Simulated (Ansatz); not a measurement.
**C4H3F5O2: basis-set convergence**

One table from this session's results is given with a row withheld; the runs are named, their logs left out.

Computed with Ansatz 0.2.0, Gaussian basis. Level: one geometry, several basis sets.

Levels to be run: PBE0-D4/def2-SVP; ωB97M-V/def2-SVP; PBE0-D4/def2-QZVPP; ωB97M-V/def2-QZVPP; the functionals' def2-TZVPP values are taken from earlier runs.

**Structure used throughout**

The geometry comes from an earlier relaxation with PBE0-D4 in a triple-zeta def2 set; it is a stationary point, not always the lowest conformer.

SMILES `COC(=O)C(F)(F)C(F)(F)F`, 14 atoms, charge 0, spin multiplicity 1.

Atoms are counted from 1 here; the program's logs count them from 0.

Bond lengths: C1–O2 1.431 Å, C1–H12 1.086 Å, C1–H13 1.090 Å, C1–H14 1.090 Å, O2–C3 1.320 Å, C3–O4 1.193 Å, C3–C5 1.545 Å, C5–F6 1.343 Å, C5–F7 1.335 Å, C5–C8 1.549 Å, C8–F9 1.325 Å, C8–F10 1.329 Å, C8–F11 1.327 Å. Angles: O2–C1–H12 105.6°, O2–C1–H13 110.1°, O2–C1–H14 110.1°, H12–C1–H13 110.8°, H12–C1–H14 110.8°, H13–C1–H14 109.3°, C1–O2–C3 115.2°, O2–C3–O4 127.0°, O2–C3–C5 110.4°, O4–C3–C5 122.6°, C3–C5–F6 110.6°, C3–C5–F7 108.8°, C3–C5–C8 112.7°, F6–C5–F7 108.9°, F6–C5–C8 108.0°, F7–C5–C8 107.7°, C5–C8–F9 110.0°, C5–C8–F10 109.7° and more.

The first run:

The input, in.yaml:

```yaml
crystal:
  periodic: [false, false, false]
  atoms:
    - {symbol: C, position_ang: [0.402216, -2.373342, 0.319076]}
    - {symbol: O, position_ang: [-0.278705, -1.126671, 0.149939]}
    - {symbol: C, position_ang: [0.346807, -0.241612, -0.602724]}
    - {symbol: O, position_ang: [1.398884, -0.378581, -1.148094]}
    - {symbol: C, position_ang: [-0.472216, 1.065642, -0.689405]}
    - {symbol: F, position_ang: [-1.773765, 0.796637, -0.885758]}
    - {symbol: F, position_ang: [-0.021089, 1.788407, -1.717012]}
    - {symbol: C, position_ang: [-0.350377, 1.933947, 0.587110]}
    - {symbol: F, position_ang: [-0.968116, 3.092489, 0.408400]}
    - {symbol: F, position_ang: [0.931869, 2.165560, 0.851182]}
    - {symbol: F, position_ang: [-0.894349, 1.316967, 1.628599]}
    - {symbol: H, position_ang: [-0.235691, -2.969550, 0.965655]}
    - {symbol: H, position_ang: [1.376675, -2.209375, 0.779726]}
    - {symbol: H, position_ang: [0.537839, -2.860521, -0.646692]}
basis:
  gaussian: {orbitals: def2-SVP}
hamiltonian: {xc: pbe0, dispersion: d4}
output: {orbitals: {seedname: orbitals}}
```

Command:

```console
$ ansatz run in.yaml --threads 4 --pin off --events-out ev --progress --plain --max-ram 63488MiB --backend cpu
```

Among the steps run: PBE0-D4 in def2-SVP; ωB97M-V in def2-SVP; PBE0-D4 in def2-QZVPP; ωB97M-V in def2-QZVPP.

One of the session's tables, all rows but one given; the rest of the session is left out.

It belongs to the step «Functionals by basis». 

```
functional       basis  HOMO (eV)
   PBE0-D4    def2-SVP          ?
   PBE0-D4  def2-TZVPP      -8.98
   PBE0-D4  def2-QZVPP      -9.02
   ωB97M-V    def2-SVP     -11.25
   ωB97M-V  def2-TZVPP     -11.42
   ωB97M-V  def2-QZVPP     -11.46
```

**Question.** Estimate the row for PBE0-D4, def2-SVP.

As computed: HOMO (eV): -8.84. In the column «HOMO (eV)» it is the highest.
